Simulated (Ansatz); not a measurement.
# BF3 (boron trifluoride) at 6 levels

Aim: a comparison of 6 runs (HF/STO-3G, HSE06/STO-3G, r2SCAN0/STO-3G, RPA@PBE/STO-3G, CCSDTQ/STO-3G, FCI/STO-3G) of BF3 (boron trifluoride). 

The calculation is run with Ansatz 0.2.0.

35 further runs of the same task are left out: 2 that didn't finish, 33 set aside as unsound or not needed.

### Step 1. The structure to begin with

The species is BF3 (4 atoms), meant as a singlet with charge 0. SMILES: `FB(F)F`. The F4–B1 distance was set to 2.601 Å, away from the relaxed value. At this shape a bond of the SMILES string is far longer than usual.

Bond lengths: B1–F2 1.301 Å, B1–F3 1.301 Å. Angles: F2–B1–F3 120.0°.

### Step 2. A single-point energy at HF/STO-3G (run 1)

File molecule.yaml:

```yaml
crystal:
  periodic: [false, false, false]
  atoms:
    - {symbol: B, position_ang: [0.674363, 1.112192, -0.004430]}
    - {symbol: F, position_ang: [1.974543, 1.084502, 0.009240]}
    - {symbol: F, position_ang: [0.048013, 2.251912, -0.021480]}
    - {symbol: F, position_ang: [-0.674160, -1.112140, 0.004010]}
basis:
  gaussian:
    orbitals: STO-3G
hamiltonian:
  xc: hf
accuracy: high
```

Launch:

```
ansatz run molecule.yaml --threads 1 --pin off --max-ram 2610MiB --events-out events.jsonl --progress --plain --runs-dir runs
```

Output:

```text
Warning: RAYON_NUM_THREADS=1 ignored (pool sized by the plan → 1); use --threads N
Functional definition: HF
  name "HF"
  exchange = exact_x
  correlation = 0
336 factors; integrals over basis functions are off by at most 3.9e-8 eV
mean field evaluation 1: about -8652.9999 eV, gradient 2.9e1 eV
mean field evaluation 2: about -8653.0346 eV, gradient 2.9e1 eV
mean field evaluation 4: about -8658.8442 eV, gradient 1.5e1 eV
mean field evaluation 8: about -8661.2925 eV, gradient 3.8e-1 eV
mean field evaluation 16: about -8661.2827 eV, gradient 1.9e-8 eV
mean field -8661.28270851 eV, -318.2962687095 hartree, gradient 1.9e-8 eV, S^2 0.000000; 0 other end points of the search recorded, 0 dependent functions left out
reference -8661.28270851 eV, -318.2962687095 hartree; 16, 16 occupied and 4, 4 virtual orbitals, 336 factors
Total energy: -8661.28270851 eV, -318.2962687095 hartree
```

Wall time 0.18 s (1 thread of Arm Neoverse V1, shared host).

### Step 3. The energy at HSE06/STO-3G (run 2)

molecule.yaml: that of step 2 with these lines changed.

```diff
@@ -11,3 +11,3 @@
 hamiltonian:
-  xc: hf
+  xc: {name: HSE06}
 accuracy: high
```

Launch:

```
ansatz run molecule.yaml --threads 1 --pin off --max-ram 2610MiB --events-out events.jsonl --progress --plain --runs-dir runs
```

Output:

```text
Warning: RAYON_NUM_THREADS=1 ignored (pool sized by the plan → 1); use --threads N
Functional definition: HSE06
  name "HSE06"
  parameter a = 0.25
  parameter omega = 0.11/bohr
  exchange = pbe_x - a*pbe_x_sr(omega) + a*exact_x_sr(omega)
  correlation = pbe_c
336 factors; integrals over basis functions are off by at most 3.9e-8 eV
49 factors; integrals over basis functions are off by at most 2.8e-10 eV
mean field evaluation 1: about -8681.2884 eV, gradient 2.1e1 eV
mean field evaluation 2: about -8312.7339 eV, gradient 7.5e1 eV
mean field evaluation 4: about -8682.8025 eV, gradient 2.0e1 eV
mean field evaluation 8: about -8688.3345 eV, gradient 1.3e1 eV
mean field evaluation 16: about -8689.3281 eV, gradient 2.7e-8 eV
mean field -8689.32807062 eV, -319.3269167572 hartree, gradient 1.5e-8 eV, S^2 0.000000; 0 other end points of the search recorded, 0 dependent functions left out
reference -8689.32807182 eV, -319.3269168012 hartree; 16, 16 occupied and 4, 4 virtual orbitals, 336 factors
Total energy: -8689.32807182 eV, -319.3269168012 hartree
```

It took 1.5 s on 1 thread of Arm Neoverse V1, shared host; peak memory 0.093 GiB.

Runs 3 to 5 aren't shown in full; the table further down has their settings and results.

### Step 4. The energy at FCI/STO-3G (run 6)

File input.yaml:

```yaml
crystal:
  periodic: [false, false, false]
  atoms:
    - symbol: B
      position_ang: [0.674363, 1.112192, -0.004430]
    - symbol: F
      position_ang: [1.974543, 1.084502, 0.009240]
    - symbol: F
      position_ang: [0.048013, 2.251912, -0.021480]
    - symbol: F
      position_ang: [-0.674160, -1.112140, 0.004010]
basis:
  gaussian:
    orbitals: STO-3G
total_charge: 0
correlation:
  method: fci
  frozen_orbitals: {B: 1, F: 1}
accuracy: high
```

Launch:

```
ansatz run input.yaml --threads 1 --pin off --max-ram 2610MiB --events-out events.jsonl --progress --plain --runs-dir runs
```

Output, cut to the lines that bear on the results:

```text
Warning: RAYON_NUM_THREADS=1 ignored (pool sized by the plan → 1); use --threads N
[... 2 set-up lines as earlier in the session ...]
[...]
336 factors; integrals over basis functions are off by at most 3.9e-8 eV
[...]
mean field -8661.28270851 eV, -318.2962687095 hartree, gradient 1.9e-8 eV, S^2 0.000000; 1 other end points of the search recorded, 0 dependent functions left out; unrestricted orbitals would lower it
[...]
unrestricted determinant -8665.96998272 eV, -318.4685228594 hartree, S^2 0.9674
4 core orbitals not correlated: weight in the atoms' cores, before any rotation towards them, 1.000 or more for the frozen orbitals, at most 0.000 for the correlated occupied ones
reference -8661.28270851 eV, -318.2962687095 hartree; 12, 12 occupied and 4, 4 virtual orbitals, 336 factors
state -8668.67866612 eV, -318.5680651386 hartree
Total energy: -8668.67866612 eV, -318.5680651386 hartree
```

Wall time 24 s (1 thread of Arm Neoverse V1, shared host); peak memory 0.31 GiB.

### Step 5. All runs side by side

| run | level | frozen core orbitals | energy (Eh) | wall time |
| --- | --- | --- | --- | --- |
| 1 | HF/STO-3G | – | -318.296269 | 0.18 s |
| 2 | HSE06/STO-3G | – | -319.326917 | 1.5 s |
| 3 | r2SCAN0/STO-3G | – | -319.497536 | 2.7 s |
| 4 | RPA@PBE/STO-3G | 4 | -318.633440 | 1.7 s |
| 5 | CCSDTQ/STO-3G | 4 | -318.568239 | 39 s |
| 6 | FCI/STO-3G | 4 | -318.568065 | 24 s |

### Step 6. Results

| quantity | value |
| --- | --- |
| run 6: total energy | -318.56807 Eh |
| run 6: correlation energy (4 core orbitals frozen) | -271.8 mEh |

**Reading.** Against full CI in this basis: HF +271.8 mEh; CCSDTQ -0.2 mEh. Totals of different functionals can't be ranked against each other. In runs 4, 5 the log says that unrestricted orbitals would lower the reference, so the values rest on an unstable closed-shell determinant (other closed-shell runs at this shape may share the fault). In runs 1, 2, 3, 4, 5, 6 the basis is minimal, so the values are rough. All runs together took 69 s, the longest 39 s.
